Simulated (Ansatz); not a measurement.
Crystal: Ba2Tl5V3O12.

```
CELL_PARAMETERS angstrom
6.54548 0.00000 0.00000
0.00000 6.54548 0.00000
0.00000 0.00000 13.57484
ATOMIC_POSITIONS crystal
Ba 0.50000 0.00000 0.56322
Ba 0.00000 0.50000 0.43678
V 0.00000 0.00000 0.50000
V 0.00000 0.00000 0.00000
V 0.50000 0.50000 0.50000
Tl 0.50000 0.00000 0.02980
Tl 0.00000 0.50000 0.68840
Tl 0.00000 0.50000 0.97020
Tl 0.50000 0.00000 0.31160
Tl 0.50000 0.50000 0.00000
O 0.81622 0.88853 0.42632
O 0.88853 0.18378 0.57368
O 0.11147 0.81622 0.57368
O 0.18378 0.11147 0.42632
O 0.82276 0.85849 0.93300
O 0.85849 0.17724 0.06700
O 0.14151 0.82276 0.06700
O 0.17724 0.14151 0.93300
O 0.68323 0.61113 0.57410
O 0.61113 0.31677 0.42590
O 0.38887 0.68323 0.42590
O 0.31677 0.38887 0.57410
```

The cell was built by a generator and needn't be a form met in nature.

* Program: Ansatz 0.2.0
* Task: relaxation of cell and atoms
* Functional: r2SCAN
* Dispersion: rVV10
* Potentials or basis: Ansatz PAW
* Cutoff: 500 eV (not typed: the program's choice for these potentials)
* k mesh: 3 × 3 × 2
* Occupations: fermi-dirac, width 0.05 eV
* Spin: collinear spin, ferromagnetic start
* Starting moments: [0.0, 0.0, 2.0, 2.0, 2.0, 0.0, 0.0, 0.0, 0.0, 0.0, 0.0, 0.0, 0.0, 0.0, 0.0, 0.0, 0.0, 0.0, 0.0, 0.0, 0.0, 0.0] μB

At the start: volume 26.44 Å³/atom.

Problem. Where does the relaxation end?

Solution. It ends after 14 steps and the volume is 20.17 Å³/atom (-23.7 %); space group P-4 (No. 81, to 0.05 Å); moment 0.00 μB per cell.

The path:
```tsv
step	energy change (eV)	largest force (eV/Å)	volume (Å³)
1	0.0000	0.4205	581.59
2	-0.0315	0.7302	522.02
3	-0.2464	0.4101	532.59
4	-0.2819	0.2168	533.53
5	-0.3951	0.0936	503.92
6	-0.4801	0.1190	485.76
7	-0.5666	0.2491	461.16
8	-0.6366	0.2175	453.64
9	-0.6844	0.2135	443.13
10	-0.6831	0.3565	450.23
11	-0.7114	0.1310	436.32
12	-0.7189	0.0705	442.53
13	-0.7220	0.0113	443.80
14	-0.6907	0.0147	443.80
```

Final structure:
```
Ba V Tl O
1.0
     6.46472    0.00000    0.00000
     0.00000    6.46472    0.00000
     0.00000    0.00000   10.61915
Ba V Tl O
2 3 5 12
Cartesian
  3.2324 0.0000 6.1900
  0.0000 3.2324 4.4292
  0.0000 0.0000 5.3096
  0.0000 0.0000 0.0000
  3.2324 3.2324 5.3096
  3.2324 0.0000 -0.4895
  0.0000 3.2324 7.7898
  0.0000 3.2324 11.1086
  3.2324 0.0000 2.8294
  3.2324 3.2324 0.0000
  5.2680 5.7327 4.3261
  5.7327 1.1967 6.2930
  0.7320 5.2680 6.2930
  1.1967 0.7320 4.3261
  5.5285 5.3126 9.7413
  5.3126 0.9362 0.8778
  1.1521 5.5285 0.8778
  0.9362 1.1521 9.7413
  4.4227 3.9481 6.3114
  3.9481 2.0420 4.3078
  2.5166 4.4227 4.3078
  2.0420 2.5166 6.3114
```

Caveat: the magnetic or orbital state may not be the lowest; the volume moved by over 15 % at a fixed basis, so the end points are rough; the plane-wave basis is chosen anew once the cell has moved, so the energies of steps on either side of that aren't comparable; the PAW data sets come from PBE, with cores solved anew for the run's functional, which leaves a small shift of forces and pressure; the starting moments weren't kept.
